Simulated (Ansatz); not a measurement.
# CBrCl: the cost of one run

Program: Ansatz 0.2.0 through its Python package. Level of theory: CAM-B3LYP/def2-SVP. These are calculated values, not measurements.

### Step 1. The system

Bond lengths: Cl1–C2 1.778 Å, C2–Br3 1.933 Å. Angles: Cl1–C2–Br3 109.5°.

No structure file is read: the coordinates are typed or built in the script.

### Step 2. Script

Input file cbrcl.py:

```python
'''Vertical and adiabatic ionisation of CBrCl.'''

import ansatz as az
import numpy as np

BASIS_SET = 'def2-SVP'
FUNCTIONAL = 'cam_b3lyp'
NET_CHARGE = 1

geometry_ang = [
    ('Cl', (-1.4775, -0.3828, 0.0)),
    ('C', (-0.0761, 0.7115, 0.0)),
    ('Br', (1.5537, -0.3287, 0.0)),
]
molecule = az.Crystal.molecule()
for symbol, xyz in geometry_ang:
    molecule = molecule.atom(symbol, xyz)

calculation = (
    molecule.calculation()
    .basis(gaussian=BASIS_SET)
    .functional(FUNCTIONAL)
    .spin('collinear', total=2)
)
symbols = [site.symbol for site in molecule.cartesian_sites]
start = np.array([site.position_ang for site in molecule.cartesian_sites], dtype=float)
r = calculation.relax(force_tolerance=0.01).run().report
end = np.array(r['positions_ang'])

minimum = az.Crystal.molecule()
for symbol, place in zip(symbols, end):
    minimum = minimum.atom(symbol, place.tolist())
ion = (
    minimum.calculation()
    .basis(gaussian=BASIS_SET)
    .functional(FUNCTIONAL)
    .charge(NET_CHARGE)
    .spin('collinear', total=1)
)
vertical = ion.run().report
settled = ion.relax(force_tolerance=0.01, max_steps=80).run().report
print(f'vertical ionisation energy   {vertical["free_energy_ev"] - r["free_energy_ev"]:.3f} eV')
print(f'adiabatic, no zero point     {settled["free_energy_ev"] - r["free_energy_ev"]:.3f} eV')
print(f'relaxation energy of the ion {vertical["free_energy_ev"] - settled["free_energy_ev"]:.3f} eV')
ionised = np.array(settled['positions_ang'])
print('final positions (A) and the move of each atom')
for symbol, xyz, old in zip(symbols, ionised, end):
    print(f'{symbol:2s} {xyz[0]:10.5f} {xyz[1]:10.5f} {xyz[2]:10.5f}   {np.linalg.norm(xyz - old):7.4f}')
```

### Step 3. The run

Launch:

```bash
$ python cbrcl.py
```

**Question.** How long does this script take on 1 thread of Arm Neoverse V2, shared host, and how much memory does it need?

About 39 s, with a peak of 0.24 GiB.
